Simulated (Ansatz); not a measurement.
Consider a formation energy from the elements of CaPd5 and its elements (the Ansatz DFT code, driven from Python).

`run_formation.py`
```python
"""Formation energy of CaPd5 from the elements, after relaxing cells and atoms."""

from collections import Counter
import logging
import sys
import warnings

import ansatz as az
import numpy as np

logging.basicConfig(stream=sys.stdout, format="[%(levelname)s] %(message)s")
log = logging.getLogger("calc")
log.setLevel(logging.INFO)

XC = "pbesol"
KSPACING = 0.3
FILLING = "cold"
SMEARING_WIDTH = 0.05

PHASES = {
    "CaPd5": (
        [[5.147, 0.0, 0.0], [-2.5735, 4.457433, 0.0], [0.0, 0.0, 4.224]],
        [
            ("Ca", [0.0, 0.0, 0.0]),
            ("Pd", [0.5, 0.0, 0.5]),
            ("Pd", [0.5, 0.5, 0.5]),
            ("Pd", [0.0, 0.5, 0.5]),
            ("Pd", [1 / 3, 2 / 3, 0.0]),
            ("Pd", [2 / 3, 1 / 3, 0.0]),
        ],
    ),
    "Ca": (
        [[0.0, 2.7942, 2.7942], [2.7942, 0.0, 2.7942], [2.7942, 2.7942, 0.0]],
        [
            ("Ca", [0.0, 0.0, 0.0]),
        ],
    ),
    "Pd": (
        [[0.0, 1.9465, 1.9465], [1.9465, 0.0, 1.9465], [1.9465, 1.9465, 0.0]],
        [
            ("Pd", [0.0, 0.0, 0.0]),
        ],
    ),
}


def build(vectors, sites):
    crystal = az.Crystal(lattice=az.Lattice.of(vectors))
    for symbol, position in sites:
        crystal = crystal.atom(symbol, position)
    return crystal


def run_phase(name, crystal):
    calc = crystal.calculation()
    calc = calc.functional(XC)
    calc = calc.pseudopotentials("nc").eigensolver("davidson")
    calc = calc.kpoints(spacing=KSPACING)
    calc = calc.occupations(FILLING, width=SMEARING_WIDTH).stress()
    calc = calc.relax(force_tolerance=0.03, cell=True)
    return calc.run()


def counts(outcome):
    return Counter(site.symbol for site in outcome.lattice.sites)

def formation_energy(outcome, mu):
    n = counts(outcome)
    return (outcome.report["energy_sigma0_ev"] - sum(k * mu[element] for element, k in n.items())) / sum(n.values())


def volume_per_atom(outcome):
    return abs(np.linalg.det(outcome.lattice.cell_ang)) / len(outcome.lattice.sites)

warnings.simplefilter("ignore", az.DeckWarning)

phases = {name: build(*cell) for name, cell in PHASES.items()}

done = {name: run_phase(name, crystal) for name, crystal in phases.items()}

# chemical potentials of the elements at zero temperature
references = {"Ca": "Ca", "Pd": "Pd"}
mu = {element: done[name].report["energy_sigma0_ev"] / len(done[name].lattice.sites) for element, name in references.items()}

target = done["CaPd5"]
heat = formation_energy(target, mu)
for element, value in mu.items():
    log.info(f"mu({element}) = {value:.4f} eV from {references[element]}, {volume_per_atom(done[references[element]]):.2f} A^3/atom")
log.info(f"formation energy of CaPd5: {heat:.4f} eV/atom = {96.4853 * heat:.1f} kJ/mol of atoms")
```

Is CaPd5 bound against its elements at this level, and by how much?

The formation energy is -0.320 eV an atom (-30.9 kJ per mole of atoms), so CaPd5 lies below the reference phases.

What the script printed:

Output of `python run_formation.py`:
```text
[INFO] mu(Ca) = -1051.5264 eV from Ca, 40.93 A^3/atom
[INFO] mu(Pd) = -3669.7932 eV from Pd, 14.53 A^3/atom
[INFO] formation energy of CaPd5: -0.3204 eV/atom = -30.9 kJ/mol of atoms
```

What to keep in mind:
- The settings weren't tested for convergence.
- For the metals among these phases the mesh is modest: differences between phases can be off by up to 40 meV an atom.
- The cells come from databases of deposited and of computed structures, and not all need be stable phases.
- The compound is the structure given, not necessarily its lowest; energies are at zero temperature, with no correction for gases. A semilocal functional's error on such energies is often 0.05 to 0.1 eV an atom, and 0.1 to 0.3 eV against gases such as O2 or F2.
- Timing: 2.4 min on 1 thread of Arm Neoverse V1, on a shared host, peak memory 0.71 GiB.

(Lines on the test bed's own set-up are left out of the output.)
